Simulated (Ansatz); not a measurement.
# CH10OSi2: the cost of one run

Program: Ansatz 0.2.0. Level of theory: RKS B3LYP-D4/def2-SVP. These are calculated values, not measurements.

### 1 Starting point

Bond lengths: Si1–O3 1.615 Å, O3–Si4 1.616 Å, Si1–H5 1.478 Å, Si1–H6 1.448 Å, Si1–C8 2.170 Å, Si4–H9 1.464 Å, Si4–H10 1.460 Å, Si4–H11 1.462 Å, C8–H12 1.088 Å, C8–H13 1.091 Å, C8–H14 1.091 Å. Angles (14 of 19 angles, heavy atoms first): Si1–O3–Si4 152.3°, O3–Si1–C8 112.1°, O3–Si1–H5 96.7°, O3–Si1–H6 122.5°, H5–Si1–C8 98.3°, H6–Si1–C8 115.4°, O3–Si4–H9 110.3°, O3–Si4–H10 105.0°, O3–Si4–H11 105.9°, Si1–C8–H12 114.2°, Si1–C8–H13 101.7°, Si1–C8–H14 119.2°, H5–Si1–H6 106.2°, H9–Si4–H10 111.4°.

Coordinates:

```xyz
14

Si   -0.3745    0.9655    0.2466
H     1.4104    0.3738    0.1997
O    -0.7289   -0.5140    0.7874
Si   -0.3553   -1.8819    1.5629
H    -1.7665    1.4019    0.0097
H     0.2296    1.9780    1.0880
H     1.0646    0.5453   -0.7026
C     0.3025    0.9413   -1.8152
H     0.9615   -1.7657    2.1913
H    -1.4082   -2.0496    2.5597
H    -0.3545   -2.9311    0.5445
H     1.0248    1.7187   -2.0569
H    -0.6059    1.2242   -2.3493
H     0.6004   -0.0063   -2.2658
```

### 2 Pulling towards end A

Springs on the bonds that form and break draw the guess towards this end; the thresholds are loose.

Contents of input.yaml:

```yaml
crystal:
  periodic: [false, false, false]
  atoms:
    - { symbol: Si, position_ang: [-0.3745, 0.9655, 0.2466] }
    - { symbol: H, position_ang: [1.4104, 0.3738, 0.1997] }
    - { symbol: O, position_ang: [-0.7289, -0.514, 0.7874] }
    - { symbol: Si, position_ang: [-0.3553, -1.8819, 1.5629] }
    - { symbol: H, position_ang: [-1.7665, 1.4019, 0.0097] }
    - { symbol: H, position_ang: [0.2296, 1.978, 1.088] }
    - { symbol: H, position_ang: [1.0646, 0.5453, -0.7026] }
    - { symbol: C, position_ang: [0.3025, 0.9413, -1.8152] }
    - { symbol: H, position_ang: [0.9615, -1.7657, 2.1913] }
    - { symbol: H, position_ang: [-1.4082, -2.0496, 2.5597] }
    - { symbol: H, position_ang: [-0.3545, -2.9311, 0.5445] }
    - { symbol: H, position_ang: [1.0248, 1.7187, -2.0569] }
    - { symbol: H, position_ang: [-0.6059, 1.2242, -2.3493] }
    - { symbol: H, position_ang: [0.6004, -0.0063, -2.2658] }
basis:
  gaussian: { orbitals: def2-SVP }
hamiltonian:
  xc: b3lyp
  dispersion: d4
relax:
  f_tol: 0.15
  max_steps: 25
  restrain:
    - { distance: [0, 7], at: 3.17, k: 30.0 }
    - { distance: [6, 1], at: 1.92, k: 30.0 }
    - { distance: [0, 1], at: 1.42, k: 30.0 }
    - { distance: [6, 7], at: 1.07, k: 30.0 }
```

Launch:

```sh
$ ansatz run input.yaml --threads 2 --pin off --max-ram 3072MiB --backend cpu --events-out ev --progress --plain --runs-dir out
```

What time and memory should one allow on 2 threads of Arm Neoverse V1, shared host?

About 54 s, with a peak of 0.25 GiB.
